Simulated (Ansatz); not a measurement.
# C3H11GeInSi: one species, many methods

One table from this session's results is given with a row withheld; the runs are named, their logs left out.

Computed with Ansatz 0.2.0, Gaussian basis. Level: functionals in def2-TZVPP, the program's frozen cores in correlated methods.

Plan: LDA (SPW92), PBE-D4, revPBE-D4, BLYP-D4, r2SCAN-D4, B97M-V, PBE0-D4, B3LYP-D4, r2SCANh-D4, r2SCAN0-D4, HSE06-D4, BHLYP-D4, CAM-B3LYP-D4, LC-ωPBE, ωB97X-V, ωB97M-V, B2PLYP, PBE-QIDH; CCSD(T)/def2-SVP; CCSD(T)/def2-TZVPP; MP2/def2-QZVPP; extrapolation to the limit; RPA on PBE.

### The geometry

The geometry comes from an earlier relaxation with PBE0-D4 in a triple-zeta def2 set; it is a stationary point, not always the lowest conformer. In takes the def2 core potential; no spin-orbit term is included.

SMILES `C[SiH2]/C=[C](/[GeH3])[InH2]`, 17 atoms, charge 0, spin multiplicity 1.

Atoms are counted from 1 here; the program's logs count them from 0.

Bond lengths: C1–Si2 1.865 Å, C1–H7 1.093 Å, C1–H8 1.092 Å, C1–H9 1.092 Å, Si2–C3 1.856 Å, Si2–H10 1.522 Å, Si2–H11 1.489 Å, C3–C4 1.343 Å, C3–H12 1.096 Å, C4–Ge5 1.945 Å, C4–In6 2.178 Å, Ge5–H13 1.542 Å, Ge5–H14 1.542 Å, Ge5–H15 1.541 Å, In6–H16 1.724 Å, In6–H17 1.726 Å. Angles: Si2–C1–H7 110.1°, Si2–C1–H8 110.6°, Si2–C1–H9 111.2°, H7–C1–H8 108.2°, H7–C1–H9 108.0°, H8–C1–H9 108.6°, C1–Si2–C3 114.8°, C1–Si2–H10 108.3°, C1–Si2–H11 110.2°, C3–Si2–H10 103.5°, C3–Si2–H11 113.5°, H10–Si2–H11 105.7°, Si2–C3–C4 120.1°, Si2–C3–H12 119.3°, C4–C3–H12 120.6°, C3–C4–Ge5 119.4°, C3–C4–In6 117.4°, Ge5–C4–In6 123.1° and more.

The first run:

The input, in.yaml:

```yaml
crystal:
  periodic: [false, false, false]
  atoms:
    - {symbol: C, position_ang: [1.124411, -2.522510, -0.999718]}
    - {symbol: Si, position_ang: [1.433002, -0.899627, -0.133845]}
    - {symbol: C, position_ang: [0.347374, 0.499069, -0.689968]}
    - {symbol: C, position_ang: [-0.554251, 1.028572, 0.152330]}
    - {symbol: Ge, position_ang: [-1.700728, 2.475258, -0.461769]}
    - {symbol: In, position_ang: [-0.646463, 0.210088, 2.168325]}
    - {symbol: H, position_ang: [1.374998, -2.436964, -2.060391]}
    - {symbol: H, position_ang: [0.073273, -2.807462, -0.920274]}
    - {symbol: H, position_ang: [1.735633, -3.320266, -0.571900]}
    - {symbol: H, position_ang: [1.074419, -1.065344, 1.336468]}
    - {symbol: H, position_ang: [2.885311, -0.570572, -0.160388]}
    - {symbol: H, position_ang: [0.441984, 0.876989, -1.714321]}
    - {symbol: H, position_ang: [-1.370113, 2.828618, -1.926064]}
    - {symbol: H, position_ang: [-3.181379, 2.059061, -0.355893]}
    - {symbol: H, position_ang: [-1.508216, 3.720908, 0.425290]}
    - {symbol: H, position_ang: [0.214502, 1.009270, 3.430436]}
    - {symbol: H, position_ang: [-1.743746, -1.085078, 2.481673]}
basis:
  gaussian: {orbitals: def2-TZVPP}
hamiltonian: {xc: lda}
output: {orbitals: {seedname: orbitals}}
```

Run with:

```console
$ ansatz run in.yaml --threads 2 --pin off --events-out ev --progress --plain --max-ram 32768MiB --backend cuda --devices 0, --max-vram 18GiB
```

Steps of the session up to this table: LDA; PBE-D4 (GGA); revPBE-D4 (GGA); BLYP-D4 (GGA); r2SCAN-D4 (meta-GGA); B97M-V (meta-GGA); PBE0-D4 (hybrid); B3LYP-D4 (hybrid); r2SCANh-D4 (hybrid); r2SCAN0-D4 (hybrid); HSE06-D4 (hybrid); BHLYP-D4 (hybrid); CAM-B3LYP-D4 (range-separated); LC-ωPBE (range-separated); ωB97X-V (range-separated); ωB97M-V (range-separated); B2PLYP (double hybrid); PBE-QIDH (double hybrid).

One table of the session follows, with a row left open; its other results are not shown here.

It belongs to the step «Orbital energies across the functionals». 

```
  functional  HOMO (eV)  LUMO (eV)  gap (eV)
 LDA (SPW92)      -5.93      -2.27      3.66
      PBE-D4      -5.79      -1.97      3.82
   revPBE-D4      -5.74      -1.84      3.90
     BLYP-D4      -5.68      -1.87      3.80
   r2SCAN-D4      -5.98      -1.70      4.28
      B97M-V      -6.09      -1.90      4.18
     PBE0-D4      -6.86      -1.22      5.64
    B3LYP-D4      -6.69      -1.45      5.24
  r2SCANh-D4      -6.38      -1.43      4.95
  r2SCAN0-D4      -6.99      -1.06      5.93
    HSE06-D4      -6.47      -1.58      4.89
    BHLYP-D4      -7.86      -0.50      7.37
CAM-B3LYP-D4      -8.12      -0.37      7.75
     LC-ωPBE      -9.37       0.71     10.08
     ωB97X-V          ?          ?         ?
     ωB97M-V      -8.93       0.28      9.21
```

Estimate the missing values for ωB97X-V.

The run gave: HOMO (eV): -9.06; LUMO (eV): 0.57; gap (eV): 9.63. In the column «HOMO (eV)» it lies between LC-ωPBE (-9.37) and ωB97M-V (-8.93).
